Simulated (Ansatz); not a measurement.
# Ni: strong compression

How does Ni (fcc type) answer strong compression? The runs shown use PAW. Its runs: cell relaxed at zero pressure (PAW); volume scaled by 1 (PAW); volume scaled by 0.94 (PAW); volume scaled by 0.88 (PAW); volume scaled by 0.8 (PAW); volume scaled by 0.72 (PAW); volume scaled by 0.64 (PAW and PAW (cutoff 800 eV)); volume scaled by 0.55 (PAW); volume scaled by 0.45 (PAW and PAW (cutoff 250 eV)).

Method: DFT, LDA, PAW with Ansatz's default frozen-core files, scalar-relativistic, in Ansatz 0.2.0.

## (1) The structure to begin with

Symmetry: Fm-3m, No. 225, cubic system. Conventional cell: a = 3.524 Å, b = 3.524 Å, c = 3.524 Å, α = 90.00°, β = 90.00°, γ = 90.00°. Around Ni (site symmetry m-3m) lie 12 Ni at 2.49 Å.

Coordinates:

```xyz
1
Lattice="0.0000 1.7620 1.7620 1.7620 0.0000 1.7620 1.7620 1.7620 0.0000" Properties=species:S:1:pos:R:3 pbc="T T T"
Ni    0.0000    0.0000    0.0000
```

Whether this phase is the stable one at these pressures isn't tested.

## (2) Cell relaxed at zero pressure, PAW

input.yaml reads:

```yaml
crystal:
  lattice:
    - [0.0, 1.761958907, 1.761958907]
    - [1.761958907, 0.0, 1.761958907]
    - [1.761958907, 1.761958907, 0.0]
  atoms:
    - { symbol: Ni, position: [0.0, 0.0, 0.0], spin: 1.0 }
magnetization:
  spin_polarized: true
kpoints:
  mp_grid: { grid: [18, 18, 18] }
scf:
  occupations: { method: fermi_dirac, width: 0.08 }
hamiltonian:
  xc: lda
  pseudopotentials: { kind: paw }
output:
  forces: true
  stress: true
relax:
  f_tol: 0.005
  max_steps: 40
  cell: {}
```

Launch:

```sh
$ ansatz run input.yaml --threads 1 --pin off --max-ram 3072MiB --backend cpu --events-out ev --progress --plain --runs-dir out
```

Further steps of the session: Volume scaled by 1, PAW; Volume scaled by 0.94, PAW; Volume scaled by 0.88, PAW; Volume scaled by 0.8, PAW; Volume scaled by 0.72, PAW; Volume scaled by 0.64, PAW; Volume scaled by 0.64, PAW (cutoff 800 eV); Volume scaled by 0.55, PAW; Volume scaled by 0.45, PAW; Volume scaled by 0.45, PAW (cutoff 250 eV).

What does the calculation give? Wanted: PAW pressure at 0.45 of the volume; fitted bulk modulus at zero pressure.

**Answer**, as computed:

```
                                          quantity       value
                PAW pressure at 0.45 of the volume  1290.8 GPa
PAW (cutoff 250 eV) pressure at 0.45 of the volume  1304.6 GPa
        fitted bulk modulus at zero pressure (PAW)     266 GPa
                           its pressure derivative        4.43
```

In words: By PAW the pressure climbs to 1291 GPa at 0.45 of the first volume. A third-order Birch-Murnaghan curve fits the range only roughly (B₀ = 266 GPa, B′ = 4.43, misfit at most 8.66 GPa). A fit over so wide a range leans to the high pressures, so B₀ can be off by several per cent. The largest moment goes from 0.62 to 0.00 μB: compression widens the bands and quenches it. No all-electron run checks these rows here, and frozen cores can fail under such compression. The ions are at rest, and the electrons smeared by 0.08 eV. Other magnetic orders may lie lower; this is the state that the run reached.
